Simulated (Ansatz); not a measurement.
# C₅H₁₂ClIn: how energies converge with the basis set

The task here is to estimate one member of a computed series from the others.

Method: one geometry, several basis sets; program: Ansatz 0.2.0, Gaussian basis.

The runs, in order: PBE0-D4/def2-SVP; ωB97M-V/def2-SVP; PBE0-D4/def2-QZVPP; ωB97M-V/def2-QZVPP; the functionals' def2-TZVPP values are taken from earlier runs.

### Structure used throughout

All runs share one geometry, relaxed beforehand with PBE0-D4 in a triple-zeta def2 set. In takes the def2 core potential; no spin-orbit term is included.

SMILES `C[CH2][In]([Cl])[CH](C)C`, 19 atoms, charge 0, spin multiplicity 1.

Atoms are counted from 1 here; the program's logs count them from 0.

Bond lengths: C1–C2 1.521 Å, C1–H8 1.093 Å, C1–H9 1.095 Å, C1–H10 1.092 Å, C2–In3 2.156 Å, C2–H11 1.095 Å, C2–H12 1.093 Å, In3–Cl4 2.384 Å, In3–C5 2.168 Å, C5–C6 1.521 Å, C5–C7 1.522 Å, C5–H13 1.096 Å, C6–H14 1.094 Å, C6–H15 1.097 Å, C6–H16 1.093 Å, C7–H17 1.092 Å, C7–H18 1.095 Å, C7–H19 1.097 Å. Angles: C2–C1–H8 111.8°, C2–C1–H9 111.1°, C2–C1–H10 111.7°, H8–C1–H9 107.3°, H8–C1–H10 106.8°, H9–C1–H10 107.8°, C1–C2–In3 113.7°, C1–C2–H11 111.1°, C1–C2–H12 111.8°, In3–C2–H11 105.7°, In3–C2–H12 107.8°, H11–C2–H12 106.3°, C2–In3–Cl4 109.1°, C2–In3–C5 142.6°, Cl4–In3–C5 108.3°, In3–C5–C6 113.1°, In3–C5–C7 110.4°, In3–C5–H13 103.0° and more.

Set-up of the first run:

in.yaml

```yaml
crystal:
  periodic: [false, false, false]
  atoms:
    - {symbol: C, position_ang: [-0.674436, -3.206537, 1.128902]}
    - {symbol: C, position_ang: [-1.305229, -1.941585, 0.566632]}
    - {symbol: In, position_ang: [-0.004935, -0.223210, 0.631068]}
    - {symbol: Cl, position_ang: [1.680960, -0.582133, 2.278424]}
    - {symbol: C, position_ang: [0.310140, 1.732089, -0.251773]}
    - {symbol: C, position_ang: [-0.581944, 1.995224, -1.455879]}
    - {symbol: C, position_ang: [1.784130, 1.939768, -0.568960]}
    - {symbol: H, position_ang: [0.186110, -3.529007, 0.538075]}
    - {symbol: H, position_ang: [-1.391685, -4.033776, 1.138475]}
    - {symbol: H, position_ang: [-0.318238, -3.061154, 2.150433]}
    - {symbol: H, position_ang: [-2.197620, -1.659673, 1.134920]}
    - {symbol: H, position_ang: [-1.631129, -2.075567, -0.468262]}
    - {symbol: H, position_ang: [0.029278, 2.416737, 0.557142]}
    - {symbol: H, position_ang: [-0.363618, 1.310321, -2.280941]}
    - {symbol: H, position_ang: [-0.423957, 3.011440, -1.838436]}
    - {symbol: H, position_ang: [-1.645114, 1.897988, -1.221084]}
    - {symbol: H, position_ang: [2.421405, 1.758561, 0.298872]}
    - {symbol: H, position_ang: [2.122626, 1.278364, -1.372694]}
    - {symbol: H, position_ang: [1.961456, 2.967850, -0.908515]}
basis:
  gaussian: {orbitals: def2-SVP}
hamiltonian: {xc: pbe0, dispersion: d4}
output: {orbitals: {seedname: orbitals}}
```

Steps of the session up to this table: PBE0-D4 in def2-SVP; ωB97M-V in def2-SVP; PBE0-D4 in def2-QZVPP; ωB97M-V in def2-QZVPP.

One table of the session follows, with a row left open; its other results are not shown here.

It belongs to the step «Density functionals: the series». 

| functional | basis | HOMO (eV) | LUMO (eV) |
| --- | --- | --- | --- |
| PBE0-D4 | def2-SVP | -6.84 | -1.13 |
| PBE0-D4 | def2-TZVPP | ? | ? |
| PBE0-D4 | def2-QZVPP | -6.90 | -1.27 |
| ωB97M-V | def2-SVP | -8.91 | 0.42 |
| ωB97M-V | def2-TZVPP | -8.97 | 0.17 |
| ωB97M-V | def2-QZVPP | -8.98 | 0.09 |

Q: Estimate the row for PBE0-D4, def2-TZVPP from the others.

**Answer.** HOMO (eV): -6.89; LUMO (eV): -1.24. In the column «HOMO (eV)» it lies between PBE0-D4, def2-QZVPP (-6.90) and PBE0-D4, def2-SVP (-6.84).
